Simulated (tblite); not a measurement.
# C5H7NSSi: the cost of one run

Programs: PySCF 2.14.0 with density-fitted response routines of our own, and tblite 0.8.0. All values are computed, except where a source is named. Atoms count from 0 throughout.

## Step 1: The starting structure

15 atoms, charge 0, multiplicity 1; geometry from: MMFF94s geometry. This is the first candidate.

Bonds of the start (Å): C2–C3 1.41, C2–N7 1.36, C3–C4 1.39, C3–H11 1.08, C4–C5 1.38, C4–H12 1.08, C5–C6 1.38, C5–H13 1.09, C6–H14 1.09, C6–N7 1.35, S0–H8 1.34, S0–Si1 2.14, Si1–C2 1.88, Si1–H10 1.48, Si1–H9 1.50.

## Step 2: GFN2-xTB relaxation, isomer A, conformer 1

What the job is given:

```
{"job": {"xc": "GFN2-xTB", "basis": "xTB", "kind": "relax"}, "charge": 0, "multiplicity": 1}
S     -3.310400    -0.221200     1.118600
Si    -1.962700    -1.194000    -0.235000
C     -0.299500    -0.328500    -0.126100
C      0.245300     0.346900    -1.233100
C      1.476200     0.972400    -1.065900
C      2.116900     0.933000     0.154100
C      1.507900     0.259500     1.190900
N      0.320800    -0.365200     1.085200
H     -2.434700    -0.142600     2.130500
H     -1.854300    -2.630800     0.168800
H     -2.520100    -1.117700    -1.604100
H     -0.264200     0.371400    -2.183600
H      1.923800     1.500300    -1.900700
H      3.084000     1.418900     0.300900
H      1.966700     0.205600     2.177700
```

Run with:

```sh
$ OMP_NUM_THREADS=1 python ens_run.py task.json out
```

The driver reads the study from task.json and runs its stages one after another.

**Question.** How long does this first job take on 1 thread of Intel Xeon Platinum 8259CL at 2.50GHz, shared host?

About 2.5 s.
